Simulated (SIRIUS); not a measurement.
# GaGe3 (Fm-3m) in SIRIUS: reference runs, part 4 of 5

SIRIUS 7.12.0. Earlier steps stand in the parts before.

## (8) Equation of state, PBEsol, 20.60 Å³/atom (volume scaled by 1.06)

Contents of sirius.json:

```json
{
  "control": {
    "processing_unit": "cpu",
    "std_evp_solver_name": "lapack",
    "gen_evp_solver_name": "lapack",
    "verbosity": 2,
    "print_forces": false,
    "ortho_rf": true,
    "use_second_variation": true,
    "rmt_max": 3.0,
    "num_bands_to_print": 24,
    "save_wf": true
  },
  "parameters": {
    "electronic_structure_method": "full_potential_lapwlo",
    "xc_functionals": ["XC_GGA_X_PBE_SOL", "XC_GGA_C_PBE_SOL"],
    "core_relativity": "dirac",
    "valence_relativity": "iora",
    "num_fv_states": 53,
    "smearing": "fermi_dirac",
    "smearing_width": 0.0018374661,
    "pw_cutoff": 20,
    "gk_cutoff": 3.5,
    "lmax_apw": 10,
    "lmax_rho": 8,
    "lmax_pot": 8,
    "num_mag_dims": 0,
    "auto_rmt": 0,
    "ngridk": [7, 7, 7],
    "shiftk": [0, 0, 0],
    "num_dft_iter": 80,
    "energy_tol": 1e-07,
    "density_tol": 1e-05,
    "use_symmetry": true
  },
  "settings": {"tol_ne": 1e-10},
  "iterative_solver": {"type": "exact"},
  "mixer": {"type": "anderson", "beta": 0.5, "max_history": 8},
  "unit_cell": {
    "lattice_vectors": [[0.0, 6.5263560746, 6.5263560746], [6.5263560746, 0.0, 6.5263560746], [6.5263560746, 6.5263560746, 0.0]],
    "atom_types": ["Ga", "Ge"],
    "atom_files": {"Ga": "Ga.json", "Ge": "Ge.json"},
    "atoms": {"Ga": [[0.0, 0.0, 0.0]], "Ge": [[0.5, 0.5, 0.5], [0.75, 0.75, 0.75], [0.25, 0.25, 0.25]]}
  }
}
```

Contents of Ga.json:

```json
{
  "name": "gallium",
  "symbol": "Ga",
  "number": 31,
  "mass": 69.723,
  "rmin": 1e-06,
  "rmt": 2.4,
  "nrmt": 800,
  "rinf": 19.67,
  "core": "1s2s2p",
  "valence": [
    {"basis": [{"enu": 0.0, "dme": 0, "n": 0, "auto": 0}, {"enu": 0.0, "dme": 1, "n": 0, "auto": 0}]},
    {"l": 0, "n": 1, "basis": [{"enu": 0.0321, "dme": 0, "n": 0, "auto": 0}]},
    {"l": 1, "n": 2, "basis": [{"enu": 0.1, "dme": 0, "n": 0, "auto": 0}]},
    {"l": 2, "n": 3, "basis": [{"enu": 0.1, "dme": 0, "n": 0, "auto": 0}]},
    {"l": 3, "n": 4, "basis": [{"enu": 0.1, "dme": 0, "n": 0, "auto": 0}]}
  ],
  "lo": [
    {
      "l": 0,
      "basis": [{"enu": 0.0321, "dme": 0, "n": 0, "auto": 0}, {"enu": 0.0321, "dme": 1, "n": 0, "auto": 0}]
    },
    {
      "l": 0,
      "basis": [{"enu": -5.2043, "dme": 0, "n": 3, "auto": 1}, {"enu": -5.2043, "dme": 1, "n": 3, "auto": 1}]
    },
    {
      "l": 0,
      "basis": [{"enu": -5.2043, "dme": 1, "n": 3, "auto": 1}, {"enu": 0.0321, "dme": 0, "n": 0, "auto": 0}]
    },
    {
      "l": 0,
      "basis": [{"enu": 0.0321, "dme": 0, "n": 0, "auto": 0}, {"enu": 2.8098, "dme": 0, "n": 0, "auto": 0}]
    },
    {"l": 1, "basis": [{"enu": 0.1, "dme": 0, "n": 0, "auto": 0}, {"enu": 0.1, "dme": 1, "n": 0, "auto": 0}]},
    {
      "l": 1,
      "basis": [{"enu": -3.4208, "dme": 0, "n": 3, "auto": 1}, {"enu": -3.4208, "dme": 1, "n": 3, "auto": 1}]
    },
    {"l": 1, "basis": [{"enu": -3.4208, "dme": 1, "n": 3, "auto": 1}, {"enu": 0.1, "dme": 0, "n": 0, "auto": 0}]},
    {"l": 1, "basis": [{"enu": 0.1, "dme": 0, "n": 0, "auto": 0}, {"enu": 3.2944, "dme": 0, "n": 0, "auto": 0}]},
    {"l": 2, "basis": [{"enu": 0.1, "dme": 0, "n": 0, "auto": 0}, {"enu": 0.1, "dme": 1, "n": 0, "auto": 0}]},
    {
      "l": 2,
      "basis": [{"enu": -0.5141, "dme": 0, "n": 3, "auto": 1}, {"enu": -0.5141, "dme": 1, "n": 3, "auto": 1}]
    },
    {"l": 2, "basis": [{"enu": -0.5141, "dme": 1, "n": 3, "auto": 1}, {"enu": 0.1, "dme": 0, "n": 0, "auto": 0}]},
    {"l": 2, "basis": [{"enu": 0.1, "dme": 0, "n": 0, "auto": 0}, {"enu": 3.7111, "dme": 0, "n": 0, "auto": 0}]},
    {"l": 3, "basis": [{"enu": 0.1, "dme": 0, "n": 0, "auto": 0}, {"enu": 0.1, "dme": 1, "n": 0, "auto": 0}]},
    {"l": 3, "basis": [{"enu": 0.1, "dme": 0, "n": 0, "auto": 0}, {"enu": 3.1208, "dme": 0, "n": 0, "auto": 0}]}
  ],
  "free_atom": [... radial grid and density of the free atom, the start of the SCF ...]
}
```

Contents of Ge.json:

```json
{
  "name": "germanium",
  "symbol": "Ge",
  "number": 32,
  "mass": 72.64,
  "rmin": 1e-06,
  "rmt": 2.4,
  "nrmt": 800,
  "rinf": 16.93,
  "core": "1s2s2p",
  "valence": [
    {"basis": [{"enu": 0.0, "dme": 0, "n": 0, "auto": 0}, {"enu": 0.0, "dme": 1, "n": 0, "auto": 0}]},
    {"l": 0, "n": 1, "basis": [{"enu": 0.0053, "dme": 0, "n": 0, "auto": 0}]},
    {"l": 1, "n": 2, "basis": [{"enu": 0.1, "dme": 0, "n": 0, "auto": 0}]},
    {"l": 2, "n": 3, "basis": [{"enu": 0.1, "dme": 0, "n": 0, "auto": 0}]},
    {"l": 3, "n": 4, "basis": [{"enu": 0.1, "dme": 0, "n": 0, "auto": 0}]}
  ],
  "lo": [
    {
      "l": 0,
      "basis": [{"enu": 0.0053, "dme": 0, "n": 0, "auto": 0}, {"enu": 0.0053, "dme": 1, "n": 0, "auto": 0}]
    },
    {
      "l": 0,
      "basis": [{"enu": 0.0053, "dme": 1, "n": 0, "auto": 0}, {"enu": 0.0053, "dme": 2, "n": 0, "auto": 0}]
    },
    {
      "l": 0,
      "basis": [{"enu": -5.9005, "dme": 0, "n": 3, "auto": 1}, {"enu": -5.9005, "dme": 1, "n": 3, "auto": 1}]
    },
    {
      "l": 0,
      "basis": [{"enu": 0.0053, "dme": 0, "n": 0, "auto": 0}, {"enu": 2.0886, "dme": 0, "n": 0, "auto": 0}]
    },
    {"l": 1, "basis": [{"enu": 0.1, "dme": 0, "n": 0, "auto": 0}, {"enu": 0.1, "dme": 1, "n": 0, "auto": 0}]},
    {
      "l": 1,
      "basis": [{"enu": -3.9866, "dme": 0, "n": 3, "auto": 1}, {"enu": -3.9866, "dme": 1, "n": 3, "auto": 1}]
    },
    {"l": 1, "basis": [{"enu": -3.9866, "dme": 1, "n": 3, "auto": 1}, {"enu": 0.1, "dme": 0, "n": 0, "auto": 0}]},
    {"l": 1, "basis": [{"enu": 0.1, "dme": 0, "n": 0, "auto": 0}, {"enu": 3.2944, "dme": 0, "n": 0, "auto": 0}]},
    {"l": 2, "basis": [{"enu": 0.1, "dme": 0, "n": 0, "auto": 0}, {"enu": 0.1, "dme": 1, "n": 0, "auto": 0}]},
    {
      "l": 2,
      "basis": [{"enu": -0.8392, "dme": 0, "n": 3, "auto": 1}, {"enu": -0.8392, "dme": 1, "n": 3, "auto": 1}]
    },
    {"l": 2, "basis": [{"enu": -0.8392, "dme": 1, "n": 3, "auto": 1}, {"enu": 0.1, "dme": 0, "n": 0, "auto": 0}]},
    {"l": 2, "basis": [{"enu": 0.1, "dme": 0, "n": 0, "auto": 0}, {"enu": 3.7111, "dme": 0, "n": 0, "auto": 0}]},
    {"l": 3, "basis": [{"enu": 0.1, "dme": 0, "n": 0, "auto": 0}, {"enu": 0.1, "dme": 1, "n": 0, "auto": 0}]},
    {"l": 3, "basis": [{"enu": 0.1, "dme": 0, "n": 0, "auto": 0}, {"enu": 3.1208, "dme": 0, "n": 0, "auto": 0}]}
  ],
  "free_atom": [... radial grid and density of the free atom, the start of the SCF ...]
}
```

Contents of sirius_start.json:

```json
{
  "control": {
    "processing_unit": "cpu",
    "std_evp_solver_name": "lapack",
    "gen_evp_solver_name": "lapack",
    "verbosity": 1,
    "print_forces": false,
    "ortho_rf": true,
    "use_second_variation": true,
    "rmt_max": 3.0,
    "num_bands_to_print": 24,
    "save_wf": false
  },
  "parameters": {
    "electronic_structure_method": "full_potential_lapwlo",
    "xc_functionals": ["XC_LDA_X", "XC_LDA_C_PW"],
    "core_relativity": "dirac",
    "valence_relativity": "iora",
    "num_fv_states": 53,
    "smearing": "fermi_dirac",
    "smearing_width": 0.0055123983,
    "pw_cutoff": 20,
    "gk_cutoff": 2.8,
    "lmax_apw": 10,
    "lmax_rho": 8,
    "lmax_pot": 8,
    "num_mag_dims": 0,
    "auto_rmt": 0,
    "ngridk": [3, 3, 3],
    "shiftk": [0, 0, 0],
    "num_dft_iter": 30,
    "energy_tol": 0.01,
    "density_tol": 0.05,
    "use_symmetry": true
  },
  "settings": {"tol_ne": 1e-10},
  "iterative_solver": {"type": "exact"},
  "mixer": {"type": "anderson", "beta": 0.5, "max_history": 8},
  "unit_cell": {
    "lattice_vectors": [[0.0, 6.5263560746, 6.5263560746], [6.5263560746, 0.0, 6.5263560746], [6.5263560746, 6.5263560746, 0.0]],
    "atom_types": ["Ga", "Ge"],
    "atom_files": {"Ga": "Ga.json", "Ge": "Ge.json"},
    "atoms": {"Ga": [[0.0, 0.0, 0.0]], "Ge": [[0.5, 0.5, 0.5], [0.75, 0.75, 0.75], [0.25, 0.25, 0.25]]}
  }
}
```

Command:

```console
OMP_NUM_THREADS=1 sirius.scf --input=sirius_start.json --output=start.json
OMP_NUM_THREADS=1 sirius.scf --input=sirius.json --output=output.json --task=1
```

Run time: 2.4 min. Hardware: 1 thread of Arm Neoverse V1, shared host; peak memory 0.68 GiB.

Results (log left out):

- Free energy: -224093.8047 eV
- Band gap on the k mesh: none (metal or under the smearing width)
- All electrons inside the program's atomic spheres: Ge 30.31; Ga 29.51 (radii Ga 2.4, Ge 2.4 bohr)

## (9) Equation of state, PBEsol

Potentials or basis: all-electron FP-LAPW, apw+lo standard.

No new run: the results of the series are fitted here.

What came out:

* Equilibrium volume: 18.25 Å³/atom (rough: see the caveat)
* Bulk modulus: 71 GPa (rough)

Energy against volume, from the lowest point:
```tsv
volume (Å³/atom)	energy (meV/atom)
18.264	0.00
18.653	1.91
19.042	7.15
19.430	15.23
19.819	26.12
20.208	39.50
20.596	54.92
```

Caveat: the minimum lies outside the volumes run.

(Part 4 of 5 ends here.)
